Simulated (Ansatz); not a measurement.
# C4H12Ge: up Jacob's ladder to CCSD(T)

One table from this session's results is given with a row withheld; the runs are named, their logs left out.

The runs use Ansatz 0.2.0, Gaussian basis; functionals in def2-TZVPP, the program's frozen cores in correlated methods.

Levels to be run: LDA (SPW92), PBE-D4, revPBE-D4, BLYP-D4, r2SCAN-D4, B97M-V, PBE0-D4, B3LYP-D4, r2SCANh-D4, r2SCAN0-D4, HSE06-D4, BHLYP-D4, CAM-B3LYP-D4, LC-ωPBE, ωB97X-V, ωB97M-V, B2PLYP, PBE-QIDH; CCSD(T)/def2-SVP; MP2/def2-TZVPP; MP2/def2-QZVPP; RPA on PBE.

### The relaxed structure

An earlier PBE0-D4 in a triple-zeta def2 set relaxation fixed the geometry.

SMILES `CC(C)[CH2][GeH3]`, 17 atoms, charge 0, spin multiplicity 1.

Atoms are counted from 1 here; the program's logs count them from 0.

Bond lengths: C1–C2 1.522 Å, C1–H6 1.093 Å, C1–H7 1.093 Å, C1–H8 1.095 Å, C2–C3 1.523 Å, C2–C4 1.527 Å, C2–H9 1.098 Å, C3–H10 1.093 Å, C3–H11 1.095 Å, C3–H12 1.093 Å, C4–Ge5 1.962 Å, C4–H13 1.094 Å, C4–H14 1.096 Å, Ge5–H15 1.540 Å, Ge5–H16 1.540 Å, Ge5–H17 1.542 Å. Angles: C2–C1–H6 112.1°, C2–C1–H7 111.0°, C2–C1–H8 110.6°, H6–C1–H7 107.6°, H6–C1–H8 107.6°, H7–C1–H8 107.7°, C1–C2–C3 110.6°, C1–C2–C4 112.0°, C1–C2–H9 107.9°, C3–C2–C4 110.5°, C3–C2–H9 107.8°, C4–C2–H9 108.0°, C2–C3–H10 111.3°, C2–C3–H11 110.6°, C2–C3–H12 111.4°, H10–C3–H11 107.7°, H10–C3–H12 108.0°, H11–C3–H12 107.7° and more.

Geometry (Å):

```mol
C4H12Ge
  3D, bonds by distance, orders not assigned

 17 16  0  0  0  0  0  0  0  0999 V2000
    0.2469    1.0454   -1.1425 C   0  0
    0.6811    0.0388   -0.0868 C   0  0
    1.7112   -0.9261   -0.6592 C   0  0
   -0.5053   -0.7291    0.4929 C   0  0
   -1.8431    0.3654    1.4221 Ge  0  0
   -0.4365    1.7964   -0.7381 H   0  0
    1.1084    1.5726   -1.5597 H   0  0
   -0.2668    0.5413   -1.9675 H   0  0
    1.1587    0.5929    0.7319 H   0  0
    2.5852   -0.3926   -1.0426 H   0  0
    1.2822   -1.5010   -1.4862 H   0  0
    2.0544   -1.6365    0.0970 H   0  0
   -0.1528   -1.4737    1.2134 H   0  0
   -1.0167   -1.2845   -0.3014 H   0  0
   -2.7178    1.1674    0.4413 H   0  0
   -2.7684   -0.5372    2.2590 H   0  0
   -1.1401    1.3602    2.3669 H   0  0
  1  2  8  0
  2  3  8  0
  2  4  8  0
  4  5  8  0
  1  6  8  0
  1  7  8  0
  1  8  8  0
  2  9  8  0
  3 10  8  0
  3 11  8  0
  3 12  8  0
  4 13  8  0
  4 14  8  0
  5 15  8  0
  5 16  8  0
  5 17  8  0
M  END
```

Set-up of the first run:

The input, in.yaml:

```yaml
crystal:
  periodic: [false, false, false]
  atoms:
    - {symbol: C, position_ang: [0.246933, 1.045431, -1.142505]}
    - {symbol: C, position_ang: [0.681089, 0.038848, -0.086836]}
    - {symbol: C, position_ang: [1.711180, -0.926080, -0.659244]}
    - {symbol: C, position_ang: [-0.505251, -0.729089, 0.492888]}
    - {symbol: Ge, position_ang: [-1.843058, 0.365398, 1.422117]}
    - {symbol: H, position_ang: [-0.436453, 1.796380, -0.738144]}
    - {symbol: H, position_ang: [1.108396, 1.572553, -1.559653]}
    - {symbol: H, position_ang: [-0.266757, 0.541260, -1.967540]}
    - {symbol: H, position_ang: [1.158729, 0.592908, 0.731913]}
    - {symbol: H, position_ang: [2.585224, -0.392648, -1.042603]}
    - {symbol: H, position_ang: [1.282201, -1.500952, -1.486235]}
    - {symbol: H, position_ang: [2.054402, -1.636547, 0.097004]}
    - {symbol: H, position_ang: [-0.152808, -1.473700, 1.213441]}
    - {symbol: H, position_ang: [-1.016718, -1.284542, -0.301408]}
    - {symbol: H, position_ang: [-2.717844, 1.167441, 0.441251]}
    - {symbol: H, position_ang: [-2.768395, -0.537235, 2.258974]}
    - {symbol: H, position_ang: [-1.140070, 1.360174, 2.366882]}
basis:
  gaussian: {orbitals: def2-TZVPP}
hamiltonian: {xc: lda}
output: {orbitals: {seedname: orbitals}}
```

Run with:

```bash
> ansatz run in.yaml --threads 4 --pin off --events-out ev --progress --plain --max-ram 11315MiB
```

Steps of the session up to this table: LDA; PBE-D4 (GGA); revPBE-D4 (GGA); BLYP-D4 (GGA); r2SCAN-D4 (meta-GGA); B97M-V (meta-GGA); PBE0-D4 (hybrid); B3LYP-D4 (hybrid); r2SCANh-D4 (hybrid); r2SCAN0-D4 (hybrid); HSE06-D4 (hybrid); BHLYP-D4 (hybrid); CAM-B3LYP-D4 (range-separated); LC-ωPBE (range-separated); ωB97X-V (range-separated); ωB97M-V (range-separated); B2PLYP (double hybrid); PBE-QIDH (double hybrid).

One table of the session follows, with a row left open; its other results are not shown here.

It belongs to the step «Frontier levels by functional». 

```
  functional  HOMO (eV)  LUMO (eV)  gap (eV)
 LDA (SPW92)      -7.13      -0.19      6.94
      PBE-D4      -7.01       0.03      7.04
   revPBE-D4      -6.95       0.15      7.11
     BLYP-D4      -6.88       0.08      6.96
   r2SCAN-D4      -7.26       0.56      7.82
      B97M-V          ?          ?         ?
     PBE0-D4      -8.22       0.82      9.04
    B3LYP-D4      -8.01       0.54      8.55
  r2SCANh-D4      -7.70       0.81      8.51
  r2SCAN0-D4      -8.38       1.16      9.54
    HSE06-D4      -7.82       0.45      8.27
    BHLYP-D4      -9.35       1.49     10.84
CAM-B3LYP-D4      -9.55       1.65     11.20
     LC-ωPBE     -10.88       2.90     13.78
     ωB97X-V     -10.54       2.68     13.23
     ωB97M-V     -10.41       2.33     12.73
```

Estimate the missing values for B97M-V.

**Answer.** HOMO (eV): -7.38; LUMO (eV): 0.12; gap (eV): 7.51. In the column «HOMO (eV)» it lies between r2SCANh-D4 (-7.70) and r2SCAN-D4 (-7.26).
